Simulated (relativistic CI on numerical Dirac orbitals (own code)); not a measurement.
**Mo²⁺ (4d4) in crystal fields: levels and magnetism**

Aim: the levels, ground state and powder susceptibility of Mo²⁺ in 6 parametric crystal fields.

The numbers are computed with relativistic CI on numerical Dirac orbitals (own code) version 1 (Dirac-Coulomb-Breit CI, KLI orbitals optimised for each configuration, model QED (radiative potential, 1s self-energy scaled to tabulated hydrogen-like ionisation energies), valence Slater integrals scaled by 0.9, one configuration in a parametric crystal field), except any that are marked as measured or tabulated.

### 1 The system

| Property | Result |
| --- | --- |
| ion | Mo²⁺ (Mo III) |
| nuclear charge | 42 |
| electrons | 40 |
| open shell | 4d4 |
| Slater scale | 0.9 |
| field 1 (cm⁻¹) | Oh, 10Dq = 13950 |
| field 2 (cm⁻¹) | D3d, 10Dq = 27450, Dsigma = 330, Dtau = -200 |
| field 3 (cm⁻¹) | D4h, 10Dq = 22350, Ds = -690, Dt = 380 |
| field 4 (cm⁻¹) | Oh, 10Dq = 19950 |
| field 5 (cm⁻¹) | Td, 10Dq = -4000 |
| field 6 (cm⁻¹) | D4h, 10Dq = 25450, Ds = 250, Dt = 940 |

Outer shells as boxes (Hund's rule):

[Kr] 4d4
```
[Kr] core
4d [↑ ][↑ ][↑ ][↑ ][  ]
```

### 2 Field 1: Oh, 10Dq = 13950

Settings, as recorded:

```ini
atom Mo  Z=42  charge=2  electrons=40
nucleus A=98  rms_radius_fm=4.4091
hamiltonian dirac-coulomb  breit=on  qed=on  c_scale=1
orbitals kli  potential=per-configuration
slater_scale 0.9
correlation none
mixing on
configurations
  [Kr] 4d4
end
crystal_field Oh 10Dq=13950
```

The program writes no log. Results of the run, from its result record (rounded, main fields):

```text
{
  "status": "converged",
  "cf_levels [E_cm, degeneracy, irrep, S_eff, L_eff, J_eff, g_principal]": [
    [0, 1, "A1", 1.868, 2.309, 3.06, "-"],
    [155.1, 3, "T1", 1.918, 2.202, 3.003, "-"],
    [292.6, 2, "E", 1.962, 2.101, 2.962, "-"],
    [368.6, 3, "T2", 1.978, 2.058, 2.984, "-"],
    [449.6, 1, "A2", 1.999, 2.002, 3, "-"],
    [2492.7, 1, "A1", 1.195, 3.608, 4.234, "-"],
    [2728.8, 3, "T1", 1.126, 3.747, 4.182, "-"],
    [3046.6, 3, "T2", 1.029, 3.952, 3.905, "-"],
    [3133.6, 2, "E", 1.058, 3.916, 3.835, "-"],
    [10177.2, 3, "T2", 0.0906, 4.643, 4.664, "-"],
    [11147.4, 2, "E", 0.09411, 4.918, 4.939, "-"],
    [13574.3, 1, "A1", 1.711, 2.71, 3.201, "-"],
    [13756.2, 3, "T1", 1.82, 2.461, 2.92, "-"],
    [13922.5, 3, "T2", 1.937, 2.162, 2.514, "-"],
    [14163.6, 3, "T1", 1.772, 2.696, 3.641, "-"],
    [14198.2, 2, "E", 1.821, 2.479, 3.554, "-"],
    [14524.5, 3, "T2", 1.61, 3.38, 4.346, "-"],
    [14552.4, 3, "T1", 1.113, 4.663, 4.821, "-"],
    "... 27 more rows left out ..."
  ],
  "chiT [K, cm3 K/mol]": [[2, 0.0466668], [5, 0.116667], [10, 0.233334], [20, 0.466663], [50, 1.14468], [100, 1.91193], [200, 2.45023], [300, 2.60895]],
  "stabilisation [cm-1]": -7716.36,
  "radial 4d4 [Ha, bohr]": {"<r^-3>(4d)": 4.2592, "<r^1>(4d)": 1.7231, "<r^2>(4d)": 3.525, "<r^4>(4d)": 22.761, "F2(4d,4d)": 0.26347, "F4(4d,4d)": 0.17147, "zeta(4d)": 0.0029021},
  "n_levels_all": 91,
  "free-ion levels [i, E_cm, J2, term, w_term]": [
    [0, 0, 0, "5D", 0.9895],
    [1, 202.99433, 2, "5D", 0.9928],
    [2, 577.31358, 4, "5D", 0.9961],
    [3, 1085.956, 6, "5D", 0.9968],
    [4, 1699.2941, 8, "5D", 0.9934],
    [5, 13909.213, 8, "3H", 0.9393],
    [6, 14267.948, 0, "3P", 0.9671],
    [7, 14375.267, 10, "3H", 0.9642],
    [8, 14827.938, 12, "3H", 0.9853],
    [9, 15402.894, 2, "3P", 0.988],
    [10, 16168.907, 6, "3F", 0.7524],
    [11, 16247.105, 4, "3F", 0.9895],
    [12, 16408.503, 8, "3F", 0.7917],
    [13, 17148.538, 4, "3P", 0.9797],
    [14, 17857.984, 6, "3G", 0.7524],
    [15, 18237.017, 8, "3G", 0.7961],
    [16, 18539.007, 10, "3G", 0.9642],
    [17, 21412.036, 12, "1I", 0.9853],
    "... 16 more rows left out ..."
  ]
}
```

Run time: 0.27 s. Hardware: 1 thread, shared host.

### 3 Field 2: D3d, 10Dq = 27450, Dsigma = 330, Dtau = -200

Changes to the settings of step 2:

```diff
@@ -10,2 +10,2 @@
 end
-crystal_field Oh 10Dq=13950
+crystal_field D3d 10Dq=27450 Dsigma=330 Dtau=-200
```

Results of the run:

```text
{
  "status": "converged",
  "cf_levels [E_cm, degeneracy, irrep, S_eff, L_eff, J_eff, g_principal]": [
    [0, 1, "A1", 1.006, 3.783, 4.365, "-"],
    [268, 1, "A2", 1.007, 3.812, 4.215, "-"],
    [416.7, 2, "E", 1.007, 3.82, 4.182, "-"],
    [819, 2, "E", 1.001, 3.871, 3.86, "-"],
    [1302.8, 2, "E", 1.003, 3.869, 3.893, "-"],
    [1355.3, 1, "A1", 0.9995, 3.881, 3.878, "-"],
    [8171.1, 1, "A1", 0.0204, 4.596, 4.599, "-"],
    [8902.7, 2, "E", 0.01794, 4.571, 4.575, "-"],
    [10007.2, 2, "E", 0.01757, 4.577, 4.58, "-"],
    [10802.2, 1, "A2", 1.998, 2.008, 2.938, "-"],
    [10804.7, 1, "A1", 1.997, 2.013, 2.923, "-"],
    [10825.7, 2, "E", 1.996, 2.016, 2.95, "-"],
    [10844.8, 2, "E", 1.996, 2.017, 2.968, "-"],
    [10854.6, 1, "A2", 1.996, 2.017, 2.982, "-"],
    "... 31 more rows left out ..."
  ],
  "chiT [K, cm3 K/mol]": [[2, 0.0168841], [5, 0.0422103], [10, 0.0844206], [20, 0.168841], [50, 0.421877], [100, 0.819695], [200, 1.31185], [300, 1.49206]],
  "stabilisation [cm-1]": -25744.6,
  "n_levels_all": 141
}
```

It took 0.17 s on 1 thread, shared host.

### 4 Field 3: D4h, 10Dq = 22350, Ds = -690, Dt = 380

Changes to the settings of step 3:

```diff
@@ -10,2 +10,2 @@
 end
-crystal_field D3d 10Dq=27450 Dsigma=330 Dtau=-200
+crystal_field D4h 10Dq=22350 Ds=-690 Dt=380
```

Results of the run:

```text
{
  "status": "converged",
  "cf_levels [E_cm, degeneracy, irrep, S_eff, L_eff, J_eff, g_principal]": [
    [0, 1, "A1", 1.019, 3.816, 4.073, "-"],
    [89.4, 2, "E", 1.015, 3.837, 4.072, "-"],
    [3542.8, 1, "A1", 1.072, 3.76, 4.078, "-"],
    [3554.5, 1, "A2", 1.07, 3.753, 4.19, "-"],
    [3892.6, 2, "E", 1.061, 3.811, 3.985, "-"],
    [4105.3, 1, "B1", 1.094, 3.787, 3.772, "-"],
    [4134.7, 1, "B2", 1.059, 3.847, 3.85, "-"],
    [6024.8, 1, "A1", 1.984, 2.063, 2.958, "-"],
    [6028.1, 2, "E", 1.979, 2.078, 2.98, "-"],
    [6033.7, 1, "B1", 1.961, 2.131, 3.027, "-"],
    [6040.4, 1, "B2", 1.953, 2.162, 3.035, "-"],
    [6870, 1, "B1", 1.974, 2.097, 3.002, "-"],
    [6892.7, 2, "E", 1.97, 2.112, 3.012, "-"],
    [6960.7, 1, "A2", 1.955, 2.169, 3.033, "-"],
    "... 31 more rows left out ..."
  ],
  "chiT [K, cm3 K/mol]": [[2, 0.033368], [5, 0.0834201], [10, 0.166841], [20, 0.333655], [50, 0.73515], [100, 0.96365], [200, 1.05892], [300, 1.09654]],
  "stabilisation [cm-1]": -17348.7,
  "n_levels_all": 160
}
```

It took 0.21 s on 1 thread, shared host.

### 5 Field 4: Oh, 10Dq = 19950

Changes to the settings of step 4:

```diff
@@ -10,2 +10,2 @@
 end
-crystal_field D4h 10Dq=22350 Ds=-690 Dt=380
+crystal_field Oh 10Dq=19950
```

Results of the run:

```text
{
  "status": "converged",
  "cf_levels [E_cm, degeneracy, irrep, S_eff, L_eff, J_eff, g_principal]": [
    [0, 1, "A1", 1.054, 3.719, 4.331, "-"],
    [413.7, 3, "T1", 1.05, 3.772, 4.198, "-"],
    [1016.6, 2, "E", 1.043, 3.853, 3.809, "-"],
    [1053.6, 3, "T2", 1.019, 3.89, 3.868, "-"],
    [4298.8, 1, "A2", 1.999, 2.001, 3, "-"],
    [4346.8, 3, "T2", 1.985, 2.057, 2.993, "-"],
    [4394.1, 2, "E", 1.972, 2.108, 2.985, "-"],
    [4426.4, 3, "T1", 1.968, 2.122, 2.994, "-"],
    [4456.3, 1, "A1", 1.963, 2.136, 2.993, "-"],
    [8637.8, 3, "T2", 0.03147, 4.597, 4.604, "-"],
    [9633.6, 2, "E", 0.02342, 4.763, 4.768, "-"],
    [16997, 1, "A1", 0.1888, 3.788, 3.85, "-"],
    [18402.2, 3, "T1", 0.999, 4.804, 5.02, "-"],
    [18467.2, 3, "T2", 0.9986, 4.831, 4.997, "-"],
    "... 31 more rows left out ..."
  ],
  "chiT [K, cm3 K/mol]": [[2, 0.0149601], [5, 0.0374003], [10, 0.0748007], [20, 0.149601], [50, 0.373997], [100, 0.742521], [200, 1.29696], [300, 1.54737]],
  "stabilisation [cm-1]": -15161.9,
  "n_levels_all": 91
}
```

Run time: 0.25 s. Hardware: 1 thread, shared host.

### 6 Field 5: Td, 10Dq = -4000

Changes to the settings of step 5:

```diff
@@ -10,2 +10,2 @@
 end
-crystal_field Oh 10Dq=19950
+crystal_field Td 10Dq=-4000
```

Results of the run:

```text
{
  "status": "converged",
  "cf_levels [E_cm, degeneracy, irrep, S_eff, L_eff, J_eff, g_principal]": [
    [0, 1, "A1", 1.99, 1.999, 1.716, "-"],
    [110.5, 3, "T1", 1.993, 2, 2.019, "-"],
    [215.9, 3, "T2", 1.996, 2.001, 2.308, "-"],
    [630.3, 2, "E", 1.996, 2.003, 3.006, "-"],
    [696.3, 3, "T1", 1.997, 2.003, 3.175, "-"],
    [1019.9, 3, "T2", 1.996, 2.005, 3.696, "-"],
    [4563.8, 1, "A2", 1.996, 2.004, 3, "-"],
    [4590.2, 3, "T2", 1.995, 2.006, 3.142, "-"],
    [4615.5, 2, "E", 1.994, 2.007, 3.27, "-"],
    [4634.4, 3, "T1", 1.993, 2.008, 3.362, "-"],
    [4652.8, 1, "A1", 1.992, 2.008, 3.451, "-"],
    [10438.6, 1, "A1", 0.9543, 3.87, 3.534, "-"],
    [11232.2, 3, "T1", 1.006, 4.002, 3.856, "-"],
    [11514, 2, "E", 0.996, 4.179, 4.18, "-"],
    "... 31 more rows left out ..."
  ],
  "chiT [K, cm3 K/mol]": [[2, 0.0335919], [5, 0.0839797], [10, 0.167959], [20, 0.33593], [50, 0.799679], [100, 1.23046], [200, 1.58432], [300, 1.8158]],
  "stabilisation [cm-1]": -1089.5,
  "n_levels_all": 91
}
```

It took 0.25 s on 1 thread, shared host.

### 7 Field 6: D4h, 10Dq = 25450, Ds = 250, Dt = 940

Changes to the settings of step 6:

```diff
@@ -10,2 +10,2 @@
 end
-crystal_field Td 10Dq=-4000
+crystal_field D4h 10Dq=25450 Ds=250 Dt=940
```

Results of the run:

```text
{
  "status": "converged",
  "cf_levels [E_cm, degeneracy, irrep, S_eff, L_eff, J_eff, g_principal]": [
    [0, 1, "A1", 1.009, 3.836, 4.08, "-"],
    [84.2, 2, "E", 1.006, 3.857, 4.083, "-"],
    [2747.2, 1, "A2", 1.682, 2.759, 3.432, "-"],
    [2753.5, 1, "A1", 1.676, 2.779, 3.383, "-"],
    [3060.9, 2, "E", 1.805, 2.514, 3.216, "-"],
    [3187.8, 1, "B1", 1.888, 2.311, 3.092, "-"],
    [4212.2, 1, "B2", 0.996, 3.923, 3.905, "-"],
    [4312.1, 2, "E", 1.284, 3.554, 3.835, "-"],
    [4319.6, 1, "A1", 1.436, 3.318, 3.794, "-"],
    [4336.5, 1, "A2", 1.431, 3.322, 3.862, "-"],
    [4422.4, 1, "B1", 1.176, 3.705, 3.741, "-"],
    [7980.4, 1, "B2", 0.07868, 4.519, 4.532, "-"],
    [8999.2, 1, "B1", 0.5808, 4.386, 4.482, "-"],
    [9095.1, 1, "B2", 1.99, 2.035, 2.979, "-"],
    "... 31 more rows left out ..."
  ],
  "chiT [K, cm3 K/mol]": [[2, 0.0342654], [5, 0.0856635], [10, 0.171329], [20, 0.342557], [50, 0.739023], [100, 0.949414], [200, 1.03768], [300, 1.07463]],
  "stabilisation [cm-1]": -17087.9,
  "n_levels_all": 160
}
```

Wall time 0.21 s (1 thread, shared host).

### 8 The fields side by side

| field | ground state | degeneracy | S | J | first gap (cm⁻¹) | stabilisation (cm⁻¹) | χT at 2 K | χT at 300 K |
| --- | --- | --- | --- | --- | --- | --- | --- | --- |
| 1: Oh | A1 | 1 | 1.87 | 3.06 | 155 | -7716 | 0.047 | 2.609 |
| 2: D3d | A1 | 1 | 1.01 | 4.36 | 268 | -25745 | 0.017 | 1.492 |
| 3: D4h | A1 | 1 | 1.02 | 4.07 | 89 | -17349 | 0.033 | 1.097 |
| 4: Oh | A1 | 1 | 1.05 | 4.33 | 414 | -15162 | 0.015 | 1.547 |
| 5: Td | A1 | 1 | 1.99 | 1.72 | 111 | -1089 | 0.034 | 1.816 |
| 6: D4h | A1 | 1 | 1.01 | 4.08 | 84 | -17088 | 0.034 | 1.075 |

χT is in cm³ K/mol; stabilisation counts from the free ion's lowest level; S and J come from the expectation values of their squares.

### 9 Outcome

| quantity | value |
| --- | --- |
| ground spin (effective S from ⟨S²⟩) | 1: 1.87, 2: 1.01, 3: 1.02, 4: 1.05, 5: 1.99, 6: 1.01 |
| χT at 300 K | 1.07 to 2.61 cm³ K/mol |

In words: The ground spin ranges from 1.01 to 1.99 over these fields. Fields 1, 2, 3, 4, 5, 6 leave a non-degenerate ground state well apart, so χT falls towards zero on cooling. The field is a set of parameters, without covalency or charge transfer.
